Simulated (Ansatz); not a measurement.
Write the native input for Ansatz 0.2.0 that does the following.

| Item | Value |
| --- | --- |
| Task | band structure |
| Functional | PBEsol |
| Dispersion | D4 |
| Potentials or basis | PseudoDojo stringent (PBEsol files) |
| Cutoff | 1796 eV |
| Density cutoff | 7184 eV |
| k mesh | 10 × 10 × 10 |
| Occupations | methfessel-paxton, width 0.1 eV |
| Spin | no spin polarisation |
| Path | [["G", "X", "W", "K", "G", "L", "U", "W", "L", "K"], ["U", "X"]] |
| Points for each segment of the path | 14 |

HfB:

```
CELL_PARAMETERS angstrom
0.00000 2.31000 2.31000
2.31000 0.00000 2.31000
2.31000 2.31000 0.00000
ATOMIC_POSITIONS crystal
Hf 0.50000 0.50000 0.50000
B 0.00000 0.00000 0.00000
```

One way to write it, as run:

input.yaml

```yaml
crystal:
  lattice:
    - [0.0, 2.31, 2.31]
    - [2.31, 0.0, 2.31]
    - [2.31, 2.31, 0.0]
  atoms:
    - { symbol: Hf, position_ang: [2.31, 2.31, 2.31] }
    - { symbol: B, position_ang: [0.0, 0.0, 0.0] }
hamiltonian:
  xc: pbesol
  pseudopotentials: { kind: nc, accuracy: stringent, xc_functional: pbesol }
  dispersion: d4
kpoints:
  mp_grid: { grid: [10, 10, 10] }
  band_path:
    path:
      - [[0.0, 0.0, 0.0], [0.5, 0.0, 0.5], [0.5, 0.25, 0.75], [0.375, 0.375, 0.75], [0.0, 0.0, 0.0], [0.5, 0.5, 0.5], [0.625, 0.25, 0.625], [0.5, 0.25, 0.75], [0.5, 0.5, 0.5], [0.375, 0.375, 0.75]]
      - [[0.625, 0.25, 0.625], [0.5, 0.0, 0.5]]
    npoints: 14
scf:
  occupations: { method: methfessel_paxton, width: 0.1 }
  n_extra_bands: 6
output:
  forces: true
  stress: true
  eigenvalues: true
  fatbands: false
  write_density: true
  write_potential: true
  elf: true
  volumetric_format: npy
```

Potentials or basis: PseudoDojo stringent (PBEsol files).

Launch:

```sh
$ ansatz run input.yaml --threads 1 --pin off --max-ram 2560MiB --backend cpu --events-out ev --progress --plain --runs-dir out
```

Results of the run:

```yaml
Pressure: 20.3 GPa
Band_gap_on_the_k_mesh: none (metal or under the smearing width)
```

Caveat: so large a pressure means that the cell lies far from this level's equilibrium, or that cutoff or potentials fall short; spin-orbit coupling is left out, which moves the levels of the heavy elements; pairwise dispersion overbinds metals, which lowers pressure and volume.

It took 14 s on 1 thread of AMD EPYC 7B13 (Zen 3), on a shared host, peak memory 0.69 GiB.
